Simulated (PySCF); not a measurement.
**A diatomic session: BeI**

Aim: find the lowest electronic state of BeI, scan its bond at several levels of theory, and get bond length, wavenumber and dissociation energy from each curve.

Computed with PySCF 2.14.0. Level: Be def2-TZVPP, I def2-TZVPP with ECP28, scalar-relativistic core potentials.

## 1. The job

The job is set up so:

- atoms: Be, I
- charge: 0
- basis: Be def2-TZVPP, I def2-TZVPP with ECP28
- Hamiltonian: scalar-relativistic core potentials
- basis functions: 69
- electrons treated: 29
- masses in u: 9.0122, 126.9045
- levels: PBE0, PBE, r²SCAN, BHandHLYP, BLYP, PBEsol, r²SCANh, ωB97M-V, HF, MP2, SCS-MP2, CCSD, CCSD(T)
- grid: 80 radial by 434 angular points
- occupations: held fixed by the projection of orbital angular momentum
- dissociation limit: Be + I, each in its ground configuration
- starting distance in angstrom: 2.270
- values of 2S to try: 1, 3

Launch:

```sh
> OMP_NUM_THREADS=1 python dia.py task.json out
```

The runs that follow: PBE0 along the bond; Excited determinants; PBE (GGA); r²SCAN (meta-GGA); BHandHLYP (global hybrid GGA); BLYP; PBEsol (GGA); r²SCANh (hybrid meta-GGA); ωB97M-V (range-separated hybrid); UHF (mean field); Adding correlation.

Before running it: what results should come out? Wanted: for each run, Re; ωe; De; μ.

The runs gave:

Lowest PBE0 solution found, without spin–orbit coupling: ²Σ⁺ (doublet), unpaired electrons σ ↑. State 2 has its PBE0 minimum 4.68 eV higher. The other levels ran on the lowest alone.

| level | Re (Å) | ωe (cm⁻¹) | De (eV) | μ (D) |
| --- | --- | --- | --- | --- |
| UHF | 2.212 | 604 | 2.31 | -1.04 |
| UHF-MP2 | 2.194 | 609 | 2.81 | n/a |
| UHF-SCS-MP2 | 2.201 | 602 | 2.54 | n/a |
| UHF-CCSD | 2.203 | 599 | 2.20 | n/a |
| UHF-CCSD(T) | 2.205 | 596 | 2.30 | n/a |
| PBE | 2.200 | 589 | 2.91 | -0.44 |
| PBEsol | 2.191 | 595 | 3.09 | -0.46 |
| BLYP | 2.210 | 574 | 2.63 | -0.56 |
| r²SCAN | 2.196 | 597 | 3.05 | -0.60 |
| r²SCANh | 2.194 | 600 | 3.01 | -0.64 |
| PBE0 | 2.190 | 603 | 2.87 | -0.59 |
| BHandHLYP | 2.190 | 605 | 2.58 | -0.80 |
| ωB97M-V | 2.188 | 600 | 2.44 | -0.84 |

De is counted to Be + I in their ground configurations. A positive dipole means Be(−)I(+).

Differences from CCSD(T) in the same basis:

| level | Re (mÅ) | ωe (%) |
| --- | --- | --- |
| UHF | +6 | +1.4 |
| UHF-MP2 | -12 | +2.3 |
| UHF-SCS-MP2 | -4 | +1.0 |
| UHF-CCSD | -2 | +0.6 |
| PBE | -6 | -1.2 |
| PBEsol | -14 | -0.1 |
| BLYP | +4 | -3.6 |
| r²SCAN | -9 | +0.2 |
| r²SCANh | -12 | +0.8 |
| PBE0 | -15 | +1.3 |
| BHandHLYP | -15 | +1.5 |
| ωB97M-V | -17 | +0.6 |

What this shows: Against CCSD(T) in the same basis, the bond length is nearest at UHF-CCSD (-2 mÅ) and farthest at ωB97M-V (-17 mÅ); the wavenumber is nearest at PBEsol (-0.1 %) and farthest at BLYP (-3.6 %). Of the levels with a De here, UHF-CCSD gives the least (2.20 eV) and PBEsol the most (3.09 eV).

Correlated steps freeze 4 core orbitals. These are scalar-relativistic numbers at best; spin–orbit coupling would shift them, the dissociation energy most. With spin–orbit coupling the term label itself may not hold.
